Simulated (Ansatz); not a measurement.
Run this with the Ansatz DFT code, driven from Python and show what comes out.

Input file `srca3_srca3.vasp`:
```text
SrCa3
1.0
   5.71676577    0.00000000    0.00000000
   0.00000000    5.71676577    0.00000000
   0.00000000    0.00000000    5.71676577
Sr Ca
1 3
Direct
   0.00000000    0.00000000    0.00000000
   0.00000000    0.50000000    0.50000000
   0.50000000    0.00000000    0.50000000
   0.50000000    0.50000000    0.00000000
```

`srca3.py`:
```python
'''Binding of SrCa3 against spin-polarised atoms in a box.'''

from collections import Counter
import warnings

import ansatz
from ase.io import read


def counts(outcome):
    return Counter(site.symbol for site in outcome.lattice.sites)

UNPAIRED = {'Sr': 0, 'Ca': 0}  # unpaired electrons of the free atoms


def ground_state(name, crystal):
    calc = (
        crystal.calculation()
        .functional('lda')
        .basis(470)
        .kpoints(spacing=0.14)
        .occupations('cold', width=0.02)  # the run then minimises F = E - TS
    )
    if name.endswith(' atom'):
        calc = calc.kpoints(1, 1, 1).occupations('fermi_dirac', width=0.01)
        if UNPAIRED[name.split()[0]]:
            calc = calc.spin('collinear')
        return calc.run()
    calc = calc.relax(force_tolerance=0.03, max_steps=60, cell=True)
    return calc.run()

warnings.simplefilter('ignore', ansatz.DeckWarning)

phases = {}
atoms = read('srca3_srca3.vasp', format='vasp')
srca3 = ansatz.Crystal.from_ase(atoms)
phases['SrCa3'] = srca3
# free atoms: a low-symmetry box, moments by the rule of Hund
for element, moment in UNPAIRED.items():
    phases[f'{element} atom'] = ansatz.Lattice.orthorhombic(9.0, 9.5, 10.0).atom(element, (0.5, 0.5, 0.5), moment=moment or None)

done = {}
for name, crystal in phases.items():
    done[name] = ground_state(name, crystal)
    print(f'{name}: {done[name].report["energy_sigma0_ev"]:.4f} eV, {len(done[name].lattice.sites)} atoms')

print({element: round(done[f'{element} atom'].report['magnetization_mub'], 2) for element in UNPAIRED}, 'muB on the free atoms')
solid = done['SrCa3']
n = counts(solid)
binding = (sum(k * done[f'{e} atom'].report['energy_sigma0_ev'] for e, k in n.items()) - solid.report['energy_sigma0_ev']) / sum(n.values())
print(f'cohesive energy {binding:.3f} eV/atom = {96.4853 * binding:.0f} kJ/mol of atoms (no zero-point energy)')
```

```console
$ python srca3.py
SrCa3: -8762.0712 eV, 4 atoms
Sr atom: -3442.5283 eV, 1 atoms
Ca atom: -1770.4673 eV, 1 atoms
{'Sr': 0.0, 'Ca': 0.0} muB on the free atoms
cohesive energy 2.035 eV/atom = 196 kJ/mol of atoms (no zero-point energy)
```

Notes:
- Total energies depend on the potentials; only differences at equal settings carry meaning.
- Other magnetic orders than the one started from may lie lower.
- For the metals among these phases the mesh is modest: differences between phases can be off by up to 40 meV an atom.
- The cells come from databases of deposited and of computed structures, and not all need be stable phases.
- Free atoms in a box carry small image and symmetry errors, and spin-orbit coupling is left out.
- Run time: 36 s on 1 thread of Arm Neoverse V2, on a shared host, peak memory 0.61 GiB.
